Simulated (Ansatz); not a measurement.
# CH7BrO2Si2: vertical ionisation energy

One table from this session's results is given with a row withheld; the runs are named, their logs left out.

Program: Ansatz 0.2.0, Gaussian basis. Level of theory: unrestricted cation, the program's frozen cores in correlated methods. These are calculated values, not measurements.

Plan: UKS PBE-D4/def2-TZVPP; UKS r2SCAN-D4/def2-TZVPP; UKS PBE0-D4/def2-TZVPP; UKS B3LYP-D4/def2-TZVPP; UKS wB97X-V/def2-TZVPP; UKS wB97M-V/def2-TZVPP; UKS B2PLYP/def2-TZVPP; then −ε(HOMO) from the neutral's earlier runs with LDA (SPW92), PBE-D4, revPBE-D4, BLYP-D4, r2SCAN-D4, B97M-V, PBE0-D4, B3LYP-D4, r2SCANh-D4, r2SCAN0-D4, HSE06-D4, BHLYP-D4, CAM-B3LYP-D4, LC-ωPBE, ωB97X-V, ωB97M-V.

**The geometry**

The geometry comes from an earlier relaxation with PBE0-D4 in a triple-zeta def2 set; it is a stationary point, not always the lowest conformer.

SMILES `C[Si](O)(Br)O[SiH3]`, 13 atoms, charge 0, spin multiplicity 1.

Atoms are counted from 1 here; the program's logs count them from 0.

Bond lengths: C1–Si2 1.838 Å, C1–H7 1.091 Å, C1–H8 1.091 Å, C1–H9 1.093 Å, Si2–O3 1.628 Å, Si2–Br4 2.240 Å, Si2–O5 1.622 Å, O3–H10 0.958 Å, O5–Si6 1.643 Å, Si6–H11 1.483 Å, Si6–H12 1.485 Å, Si6–H13 1.484 Å. Angles: Si2–C1–H7 110.6°, Si2–C1–H8 110.6°, Si2–C1–H9 109.7°, H7–C1–H8 108.7°, H7–C1–H9 108.6°, H8–C1–H9 108.6°, C1–Si2–O3 108.1°, C1–Si2–Br4 110.7°, C1–Si2–O5 111.5°, O3–Si2–Br4 108.8°, O3–Si2–O5 111.4°, Br4–Si2–O5 106.3°, Si2–O3–H10 118.6°, Si2–O5–Si6 144.2°, O5–Si6–H11 107.3°, O5–Si6–H12 110.2°, O5–Si6–H13 110.3°, H11–Si6–H12 109.7° and more.

The first run:

in.yaml reads:

```yaml
crystal:
  periodic: [false, false, false]
  atoms:
    - {symbol: C, position_ang: [-0.362984, -2.102109, 0.003731]}
    - {symbol: Si, position_ang: [-0.350585, -0.375297, 0.633528]}
    - {symbol: O, position_ang: [0.008071, -0.418339, 2.221065]}
    - {symbol: Br, position_ang: [-2.362283, 0.575574, 0.372330]}
    - {symbol: O, position_ang: [0.700597, 0.550191, -0.185584]}
    - {symbol: Si, position_ang: [0.843088, 1.883764, -1.134511]}
    - {symbol: H, position_ang: [-0.617074, -2.121361, -1.057393]}
    - {symbol: H, position_ang: [-1.091304, -2.704409, 0.548927]}
    - {symbol: H, position_ang: [0.626287, -2.547978, 0.133881]}
    - {symbol: H, position_ang: [-0.076311, 0.387491, 2.733045]}
    - {symbol: H, position_ang: [2.269600, 1.998107, -1.521579]}
    - {symbol: H, position_ang: [0.430304, 3.095730, -0.382709]}
    - {symbol: H, position_ang: [0.002993, 1.743833, -2.350029]}
basis:
  gaussian: {orbitals: def2-TZVPP}
total_charge: 1
magnetization: {spin_polarized: true, initial_magnetization: 1}
hamiltonian: {xc: pbe, dispersion: d4}
```

Among the steps run: Cation, UKS PBE-D4/def2-TZVPP; Cation, UKS r2SCAN-D4/def2-TZVPP; Cation, UKS PBE0-D4/def2-TZVPP; Cation, UKS B3LYP-D4/def2-TZVPP; Cation, UKS wB97X-V/def2-TZVPP; Cation, UKS wB97M-V/def2-TZVPP; Cation, UKS B2PLYP (frozen core)/def2-TZVPP.

One table of the session follows, with a row left open; its other results are not shown here.

Orbital estimates, from the neutral's runs:

```
  functional  −ε(HOMO) (eV)
 LDA (SPW92)           7.23
      PBE-D4           7.06
   revPBE-D4           7.00
     BLYP-D4           6.89
   r2SCAN-D4           7.42
      B97M-V           7.52
     PBE0-D4           8.41
    B3LYP-D4           8.14
  r2SCANh-D4           7.91
  r2SCAN0-D4           8.65
    HSE06-D4              ?
    BHLYP-D4           9.60
CAM-B3LYP-D4           9.76
     LC-ωPBE          11.17
     ωB97X-V          10.81
     ωB97M-V          10.68
```

**Question.** Estimate the row for HSE06-D4.

**Answer.** −ε(HOMO) (eV): 8.01. In the column «−ε(HOMO) (eV)» it lies between r2SCANh-D4 (7.91) and B3LYP-D4 (8.14).
